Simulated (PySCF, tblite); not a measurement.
**C7H10Si: a rotation path, then NMR shifts on frames**

How do NMR shifts of C7H10Si (`C=C(C)C1=CC=C[SiH2]1`) change as the atoms move?

The runs use tblite 0.8.0 and PySCF 2.14.0, with density-fitted response routines of our own; the level of theory stands in each step. All values are computed, except where a source is named. Atoms count from 0, in the outputs and in this text.

## 1. The starting structure

18 atoms, charge 0, multiplicity 1; geometry from: GFN2-xTB.

Bonds of the start (Å): C0–C1 1.33, C1–C2 1.50, C1–C3 1.45, C3–C4 1.35, C4–C5 1.45, C5–C6 1.34, C6–Si7 1.88, Si7–C3 1.90, C0–H8 1.08, C0–H9 1.08, C2–H10 1.09, C2–H11 1.09, C2–H12 1.09, C4–H13 1.08, C5–H14 1.08, C6–H15 1.08, Si7–H16 1.46, Si7–H17 1.46.

## 2. A band between two rotamers with GFN2-xTB

What the job is given:

```
{"job": {"kind": "neb", "xc": "GFN2-xTB", "basis": "xTB", "atoms": [2, 1, 3, 7], "turn": 180}, "charge": 0, "multiplicity": 1}
C     -1.928832     0.208666     1.028987
C     -1.336782    -0.050357    -0.138811
C     -2.150228    -0.416917    -1.348525
C      0.103017     0.012921    -0.271573
C      0.789464    -0.233890    -1.410414
C      2.231106    -0.116547    -1.341083
C      2.749585     0.229311    -0.154236
Si     1.355007     0.448330     1.090391
H     -1.357317     0.471940     1.902772
H     -2.998409     0.166633     1.148359
H     -3.210420    -0.426377    -1.109044
H     -1.866502    -1.404081    -1.711176
H     -1.980999     0.300636    -2.150244
H      0.331143    -0.508154    -2.350086
H      2.822368    -0.306539    -2.227346
H      3.809144     0.343357     0.001013
H      1.399875    -0.532100     2.176949
H      1.230022     1.819486     1.587648
```

Level: GFN2-xTB climbing-image nudged elastic band, gas phase.

Command:

```bash
$ OMP_NUM_THREADS=1 python probes_run.py task.json out
```

This one command runs all jobs of the session in turn.

Log:

```text
image   E - E0 / eV
  0       0.0000
  1       0.0273
  2       0.0793
  3       0.1292
  4       0.1486
  5       0.1146
  6       0.0576
  7       0.0374
  8       0.0376
```

Wall time 9.7 s (1 thread of Intel Xeon at 2.50GHz, shared host); peak memory 0.18 GiB.

The final band, with the dihedral C2–C1–C3–Si7:

| image | dihedral (°) | energy (eV) | energy (kcal/mol) |
| --- | --- | --- | --- |
| 0 | -180 | 0.000 | 0.0 |
| 1 | -158 | 0.027 | 0.6 |
| 2 | -136 | 0.079 | 1.8 |
| 3 | -114 | 0.129 | 3.0 |
| 4 | -91 | 0.149 | 3.4 |
| 5 | -69 | 0.115 | 2.6 |
| 6 | -45 | 0.058 | 1.3 |
| 7 | -22 | 0.037 | 0.9 |
| 8 | 0 | 0.038 | 0.9 |

## 3. Shielding tensors: image 0, PBE0/pcSseg-1

What the job is given:

```
{"job": {"kind": "nmr", "xc": "PBE0", "basis": "pcSseg-1", "pop": false}, "charge": 0, "multiplicity": 1}
C     -1.928800     0.208700     1.029000
C     -1.336800    -0.050400    -0.138800
C     -2.150200    -0.416900    -1.348500
C      0.103000     0.012900    -0.271600
C      0.789500    -0.233900    -1.410400
C      2.231100    -0.116500    -1.341100
C      2.749600     0.229300    -0.154200
Si     1.355000     0.448300     1.090400
H     -1.357300     0.471900     1.902800
H     -2.998400     0.166600     1.148400
H     -3.210400    -0.426400    -1.109000
H     -1.866500    -1.404100    -1.711200
H     -1.981000     0.300600    -2.150200
H      0.331100    -0.508200    -2.350100
H      2.822400    -0.306500    -2.227300
H      3.809100     0.343400     0.001000
H      1.399900    -0.532100     2.176900
H      1.230000     1.819500     1.587600
```

Method: GIAO PBE0/pcSseg-1 NMR shielding, non-relativistic, gas phase.

Log:

```text
coarse grid: 15432 points
cycle   1  E = -561.5942746516  dE =  1.068e+00  |g| = 4.506e-01  |ddm| = 4.053e+00
cycle   2  E = -561.5870549372  dE =  7.220e-03  |g| = 4.839e-01  |ddm| = 1.017e+00
cycle   3  E = -561.6505124344  dE = -6.346e-02  |g| = 5.630e-02  |ddm| = 5.419e-01
cycle   4  E = -561.6509152146  dE = -4.028e-04  |g| = 4.032e-02  |ddm| = 8.206e-02
cycle   5  E = -561.6513184531  dE = -4.032e-04  |g| = 6.129e-03  |ddm| = 4.004e-02
cycle   6  E = -561.6513269462  dE = -8.493e-06  |g| = 2.641e-03  |ddm| = 1.020e-02
final grid: 144104 points
cycle   7  E = -561.6998386824  dE = -4.167e-05  |g| = 9.297e-03  |ddm| = 5.047e-02
cycle   8  E = -561.6998118859  dE =  2.680e-05  |g| = 1.329e-02  |ddm| = 2.367e-02
cycle   9  E = -561.6998611466  dE = -4.926e-05  |g| = 2.730e-03  |ddm| = 1.642e-02
cycle  10  E = -561.6998632321  dE = -2.086e-06  |g| = 2.654e-04  |ddm| = 3.010e-03
cycle  11  E = -561.6998632458  dE = -1.367e-08  |g| = 1.215e-04  |ddm| = 3.672e-04
cycle  12  E = -561.6998632490  dE = -3.188e-09  |g| = 4.663e-05  |ddm| = 1.385e-04
cycle  13  E = -561.6998632495  dE = -5.218e-10  |g| = 1.299e-05  |ddm| = 5.632e-05
converged SCF energy = -561.6998632495

GIAO shielding tensors (ppm)
atom      isotropic    diamagn.    paramagn.     s11        s22        s33       span
  0 C       61.981     256.265    -194.284    -32.806     84.090    134.659    167.465
  1 C       35.696     258.305    -222.609    -78.480     22.451    163.118    241.599
  2 C      164.365     246.522     -82.157    153.136    154.778    185.180     32.044
  3 C       32.238     261.616    -229.378    -51.575      7.914    140.374    191.949
  4 C       39.263     253.833    -214.570    -59.330     38.075    139.045    198.374
  5 C       29.618     254.043    -224.425    -87.645     36.874    139.626    227.270
  6 C       54.770     262.422    -207.652    -54.027     50.238    168.099    222.127
  7 Si     398.505     883.180    -484.675    335.832    403.072    456.611    120.779
  8 H       26.295      33.972      -7.677     24.010     24.729     30.145      6.135
  9 H       26.368      30.991      -4.622     24.238     24.647     30.220      5.981
 10 H       29.798      28.595       1.203     25.651     28.984     34.760      9.109
 11 H       29.643      29.743      -0.100     25.805     28.302     34.823      9.018
 12 H       29.648      29.576       0.072     25.808     28.315     34.822      9.014
 13 H       24.869      34.387      -9.518     22.373     23.390     28.844      6.471
 14 H       24.450      29.998      -5.548     22.523     23.425     27.402      4.879
 15 H       25.614      29.808      -4.194     24.870     25.202     26.769      1.899
 16 H       26.952      30.102      -3.151     23.581     25.428     31.846      8.264
 17 H       26.949      30.041      -3.092     23.550     25.447     31.850      8.299
```

Wall time 98 s (1 thread of Intel Xeon at 2.50GHz, shared host); peak memory 0.86 GiB.

Shifts follow as δ = σ(reference) − σ, with reference shieldings (ppm) from runs at the same level and on the same kind of geometry: 1H TMS 31.72, 13C TMS 186.9, 29Si TMS 349.2. The references are single molecules in the gas phase. Each atom is listed at this fixed geometry, with no averaging over motion; a spectrum would average atoms that exchange fast.

| atoms | environment | σ (ppm) | δ (ppm) |
| --- | --- | --- | --- |
| C5 | alkene CH | 29.6 | 157.3 |
| C3 | fully substituted alkene carbon | 32.2 | 154.7 |
| C1 | fully substituted alkene carbon | 35.7 | 151.2 |
| C4 | alkene CH | 39.3 | 147.7 |
| C6 | alkene CH | 54.8 | 132.2 |
| C0 | terminal =CH2 carbon | 62.0 | 124.9 |
| C2 | allylic methyl carbon | 164.4 | 22.6 |
| H14 | hydrogen on an alkene CH | 24.45 | 7.27 |
| H13 | hydrogen on an alkene CH | 24.87 | 6.85 |
| H15 | hydrogen on an alkene CH | 25.61 | 6.10 |
| H8 | hydrogen on a terminal =CH2 carbon | 26.29 | 5.42 |
| H9 | hydrogen on a terminal =CH2 carbon | 26.37 | 5.35 |
| H17 | hydrogen on a silicon bonded to 2 C, in a 5-membered ring | 26.95 | 4.77 |
| H16 | hydrogen on a silicon bonded to 2 C, in a 5-membered ring | 26.95 | 4.77 |
| H11 | hydrogen on an allylic methyl carbon | 29.64 | 2.07 |
| H12 | hydrogen on an allylic methyl carbon | 29.65 | 2.07 |
| H10 | hydrogen on an allylic methyl carbon | 29.80 | 1.92 |
| Si7 | silicon bonded to 2 C, 2 H, in a 5-membered ring | 398.5 | -49.3 |

Ring of atoms C3, C4, C5, C6, Si7: NICS(0) 2.2, NICS(1) -0.9, NICS(1)zz 4.0 ppm (means of both faces).

Orbitals, density, ELF and potential are computed afterwards from the orbital file.

Frontier orbitals at PBE0/pcSseg-1, with the share of their density that lies nearest to each atom:

| orbital | energy (eV) | lies on |
| --- | --- | --- |
| HOMO | -6.13 | 4 C atoms about 18 % each; C1, C5 about 7 % each |
| LUMO | -1.77 | C3, C4, C6 about 17 % each; C0, C5 about 10 % each |

ELF in a plane through or near 14 of the atoms.

Values, 10 rows by 14 columns:
```
0.00 0.00 0.00 0.00 0.00 0.00 0.00 0.00 0.00 0.00 0.00 0.00 0.00 0.00
0.00 0.00 0.00 0.00 0.00 0.01 0.00 0.00 0.04 0.00 0.00 0.00 0.00 0.00
0.00 0.00 0.00 0.00 0.07 0.29 0.16 0.06 0.99 0.38 0.24 0.01 0.00 0.00
0.00 0.00 0.00 0.03 0.25 0.32 0.14 0.04 0.94 0.44 1.00 0.66 0.00 0.00
0.00 0.01 0.92 0.82 0.88 0.15 0.92 0.54 0.76 0.66 0.52 0.02 0.00 0.00
0.00 0.01 0.98 0.95 0.33 0.17 0.66 0.27 0.36 0.84 0.95 0.90 0.00 0.00
0.00 0.00 0.01 0.06 0.48 0.74 0.65 0.37 0.25 0.18 0.91 0.91 0.00 0.00
0.00 0.00 0.00 0.95 1.00 0.16 0.98 0.99 0.04 0.31 0.07 0.01 0.00 0.00
0.00 0.00 0.00 0.14 0.68 0.01 0.36 0.45 0.00 0.01 0.00 0.00 0.00 0.00
0.00 0.00 0.00 0.00 0.00 0.00 0.00 0.00 0.00 0.00 0.00 0.00 0.00 0.00
```
The map spans 12.9 Å across and 9.8 Å up, centred on the molecule. Atoms in the plane (x, y in Å): C0 (1.9, 1.4), C1 (1.3, 0.2), C2 (2.2, -1.0), C3 (-0.1, 0.0), C4 (-0.7, -1.2), C5 (-2.2, -1.2), C6 (-2.8, 0.0), Si7 (-1.4, 1.4), H8 (1.2, 2.3), H9 (2.9, 1.6), H10 (3.3, -0.7), H13 (-0.2, -2.1), H14 (-2.7, -2.1), H15 (-3.8, 0.2).

log10 of the density (e/Å³) in the same plane.

Ten even steps from ' ' (-4.0) to '@' (1.7):
```
                                                        
                  ........                              
              ....::::::::....::::::::..                
            ..::::----==--------====--::::..            
            ..::--==++++==--==++++++++==----..          
          ..::--==++****++====++####****++==--..        
      ....::--==++**####++++==++########**++--::        
    ..::--====++****@@@@****++++##%%%%##**++--::        
    ..--==++********####********######**++==--..        
    ::--++**####@@##****##@@####@@##**++++==--::..      
    ::--++**####%%##****##@@##########****++==--..      
    ..::--==++**############**++**##%%####**==--..      
      ..::--++**##@@####@@##**++++##%%##****==--..      
        ::--++**####****####**++++******++==--::..      
        ..--++**##**++++**##**++==++++====--::..        
        ..::====++======++++====--------::::..          
          ..::------::::------::::::::::....            
            ....................                        
                                                        
                                                        
```
The map spans 12.9 Å across and 9.8 Å up, centred on the molecule. Atoms in the plane (x, y in Å): C0 (1.9, 1.4), C1 (1.3, 0.2), C2 (2.2, -1.0), C3 (-0.1, 0.0), C4 (-0.7, -1.2), C5 (-2.2, -1.2), C6 (-2.8, 0.0), Si7 (-1.4, 1.4), H8 (1.2, 2.3), H9 (2.9, 1.6), H10 (3.3, -0.7), H13 (-0.2, -2.1), H14 (-2.7, -2.1), H15 (-3.8, 0.2).

On the surface of density 0.002 e/bohr³ the electrostatic potential runs, from the 1st to the 99th percentile, from -0.67 V near C0 to 0.97 V near H8.

## 4. NMR shieldings: image 2, PBE0/pcSseg-1

What the job is given:

```
{"job": {"kind": "nmr", "xc": "PBE0", "basis": "pcSseg-1", "pop": false}, "charge": 0, "multiplicity": 1}
C     -1.963000     0.751700     0.765500
C     -1.350000     0.036600    -0.174400
C     -2.117400    -0.845700    -1.117100
C      0.100800     0.075100    -0.306700
C      0.780400     0.150700    -1.467600
C      2.228600     0.201800    -1.375000
C      2.752400     0.125400    -0.144000
Si     1.359900     0.014200     1.116200
H     -1.406700     1.384500     1.435300
H     -3.034600     0.757500     0.875300
H     -3.184200    -0.787100    -0.914900
H     -1.794000    -1.880500    -1.004600
H     -1.942000    -0.554800    -2.151400
H      0.307900     0.212400    -2.438600
H      2.816400     0.305400    -2.277800
H      3.813200     0.151900     0.040700
H      1.304200    -1.255300     1.842700
H      1.319400     1.162500     2.020300
```

With the program's defaults for keys left out, this is: GIAO PBE0/pcSseg-1 NMR shielding, non-relativistic, gas phase.

Log:

```text
coarse grid: 15432 points
cycle   1  E = -561.5892156940  dE =  1.061e+00  |g| = 4.564e-01  |ddm| = 3.997e+00
cycle   2  E = -561.5826662610  dE =  6.549e-03  |g| = 4.873e-01  |ddm| = 9.857e-01
cycle   3  E = -561.6469057665  dE = -6.424e-02  |g| = 5.084e-02  |ddm| = 5.237e-01
cycle   4  E = -561.6471283399  dE = -2.226e-04  |g| = 4.141e-02  |ddm| = 7.767e-02
cycle   5  E = -561.6475561608  dE = -4.278e-04  |g| = 6.954e-03  |ddm| = 4.284e-02
cycle   6  E = -561.6475685123  dE = -1.235e-05  |g| = 2.256e-03  |ddm| = 1.087e-02
cycle   7  E = -561.6475698891  dE = -1.377e-06  |g| = 5.441e-04  |ddm| = 2.946e-03
final grid: 144104 points
cycle   8  E = -561.6953058656  dE = -3.711e-05  |g| = 7.740e-03  |ddm| = 4.454e-02
cycle   9  E = -561.6953010408  dE =  4.825e-06  |g| = 8.733e-03  |ddm| = 1.705e-02
cycle  10  E = -561.6953218916  dE = -2.085e-05  |g| = 1.576e-03  |ddm| = 1.007e-02
cycle  11  E = -561.6953225381  dE = -6.465e-07  |g| = 2.674e-04  |ddm| = 1.701e-03
cycle  12  E = -561.6953225554  dE = -1.725e-08  |g| = 6.277e-05  |ddm| = 2.992e-04
cycle  13  E = -561.6953225561  dE = -7.345e-10  |g| = 3.433e-05  |ddm| = 1.200e-04
cycle  14  E = -561.6953225564  dE = -3.223e-10  |g| = 9.964e-06  |ddm| = 4.297e-05
converged SCF energy = -561.6953225564

GIAO shielding tensors (ppm)
atom      isotropic    diamagn.    paramagn.     s11        s22        s33       span
  0 C       65.989     254.219    -188.230    -30.166     84.741    143.392    173.558
  1 C       33.431     258.163    -224.732    -83.635     28.205    155.724    239.359
  2 C      161.369     245.826     -84.456    144.075    154.810    185.223     41.148
  3 C       30.243     262.050    -231.807    -57.597      6.328    141.998    199.595
  4 C       38.751     253.918    -215.167    -68.153     42.806    141.600    209.753
  5 C       29.792     254.342    -224.551    -87.619     37.400    139.594    227.212
  6 C       54.774     262.458    -207.684    -49.617     44.188    169.752    219.369
  7 Si     396.253     882.696    -486.443    332.275    398.214    458.269    125.995
  8 H       26.638      33.352      -6.714     23.468     25.544     30.901      7.433
  9 H       26.421      30.932      -4.511     23.775     25.554     29.933      6.158
 10 H       29.769      28.913       0.856     25.813     28.549     34.944      9.131
 11 H       29.708      29.459       0.249     26.239     28.267     34.619      8.380
 12 H       29.411      29.646      -0.235     24.986     28.766     34.481      9.495
 13 H       24.749      34.109      -9.360     21.780     23.597     28.871      7.091
 14 H       24.368      30.017      -5.649     22.416     23.354     27.332      4.916
 15 H       25.629      29.792      -4.163     24.597     25.700     26.590      1.993
 16 H       27.265      29.812      -2.547     24.000     25.429     32.366      8.366
 17 H       26.960      30.083      -3.124     23.402     25.657     31.820      8.417
```

Wall time 75 s (1 thread of Intel Xeon at 2.50GHz, shared host); peak memory 0.85 GiB.

In short: δ C5 157.1, C3 156.7, C1 153.5, C4 148.2, H14 7.35, H13 6.97 ppm.

## 5. NMR shieldings: image 4, PBE0/pcSseg-1

What the job is given:

```
{"job": {"kind": "nmr", "xc": "PBE0", "basis": "pcSseg-1", "pop": false}, "charge": 0, "multiplicity": 1}
C     -2.011400     1.139400     0.283300
C     -1.362600     0.105400    -0.233300
C     -2.069400    -1.133600    -0.700800
C      0.100500     0.112200    -0.343700
C      0.789800     0.551300    -1.408200
C      2.241100     0.518500    -1.307900
C      2.748800     0.031000    -0.169100
Si     1.340400    -0.437400     0.989500
H     -1.485900     2.016200     0.621300
H     -3.084000     1.150300     0.385000
H     -3.144200    -1.032300    -0.567200
H     -1.722500    -2.001200    -0.140000
H     -1.862500    -1.315400    -1.755400
H      0.320300     0.925900    -2.307900
H      2.839500     0.889500    -2.129400
H      3.808400    -0.031800     0.015100
H      1.241000    -1.865900     1.293100
H      1.303900     0.384200     2.199200
```

Method: GIAO PBE0/pcSseg-1 NMR shielding, non-relativistic, gas phase.

Log:

```text
coarse grid: 15432 points
cycle   1  E = -561.5842934226  dE =  1.055e+00  |g| = 4.626e-01  |ddm| = 3.973e+00
cycle   2  E = -561.5775163091  dE =  6.777e-03  |g| = 4.937e-01  |ddm| = 9.779e-01
cycle   3  E = -561.6436825718  dE = -6.617e-02  |g| = 4.308e-02  |ddm| = 5.206e-01
cycle   4  E = -561.6438037967  dE = -1.212e-04  |g| = 3.729e-02  |ddm| = 6.746e-02
cycle   5  E = -561.6441507618  dE = -3.470e-04  |g| = 7.345e-03  |ddm| = 3.893e-02
cycle   6  E = -561.6441651856  dE = -1.442e-05  |g| = 2.089e-03  |ddm| = 1.070e-02
cycle   7  E = -561.6441662458  dE = -1.060e-06  |g| = 4.259e-04  |ddm| = 2.275e-03
final grid: 144104 points
cycle   8  E = -561.6921600202  dE = -3.290e-05  |g| = 7.641e-03  |ddm| = 3.501e-02
cycle   9  E = -561.6921545773  dE =  5.443e-06  |g| = 8.789e-03  |ddm| = 1.681e-02
cycle  10  E = -561.6921755586  dE = -2.098e-05  |g| = 1.734e-03  |ddm| = 9.949e-03
cycle  11  E = -561.6921763178  dE = -7.593e-07  |g| = 2.857e-04  |ddm| = 1.714e-03
cycle  12  E = -561.6921763362  dE = -1.841e-08  |g| = 1.024e-04  |ddm| = 3.989e-04
cycle  13  E = -561.6921763389  dE = -2.637e-09  |g| = 3.619e-05  |ddm| = 1.416e-04
cycle  14  E = -561.6921763392  dE = -3.095e-10  |g| = 1.040e-05  |ddm| = 3.395e-05
converged SCF energy = -561.6921763392

GIAO shielding tensors (ppm)
atom      isotropic    diamagn.    paramagn.     s11        s22        s33       span
  0 C       70.802     252.657    -181.855    -26.901     90.463    148.844    175.745
  1 C       30.530     258.200    -227.670    -88.824     32.015    148.399    237.223
  2 C      157.791     245.656     -87.866    139.583    148.809    184.980     45.398
  3 C       28.349     262.815    -234.465    -63.887      7.424    141.511    205.398
  4 C       37.384     252.663    -215.279    -66.311     45.793    132.670    198.981
  5 C       29.751     255.197    -225.445    -88.678     37.960    139.972    228.651
  6 C       53.687     262.365    -208.678    -52.885     46.528    167.419    220.304
  7 Si     392.970     882.324    -489.354    327.459    395.525    455.927    128.468
  8 H       26.920      32.795      -5.875     23.635     25.744     31.382      7.746
  9 H       26.555      30.796      -4.240     23.712     25.688     30.267      6.555
 10 H       29.673      29.119       0.554     26.221     27.904     34.895      8.675
 11 H       29.570      29.588      -0.018     25.738     28.925     34.048      8.310
 12 H       29.776      29.243       0.533     26.058     28.636     34.635      8.577
 13 H       24.945      33.627      -8.682     21.643     24.411     28.780      7.136
 14 H       24.412      30.064      -5.652     22.410     23.578     27.249      4.840
 15 H       25.548      29.761      -4.214     24.960     25.321     26.362      1.402
 16 H       27.019      29.607      -2.588     23.507     25.682     31.869      8.361
 17 H       27.211      29.816      -2.605     23.942     25.484     32.207      8.265
```

Run time: 67 s. Hardware: 1 thread of Intel Xeon at 2.50GHz, shared host; peak memory 0.89 GiB.

This run: δ C3 158.6, C5 157.2, C1 156.4, C4 149.5, H14 7.30, H13 6.77 ppm.

[end of part 1 of 2]
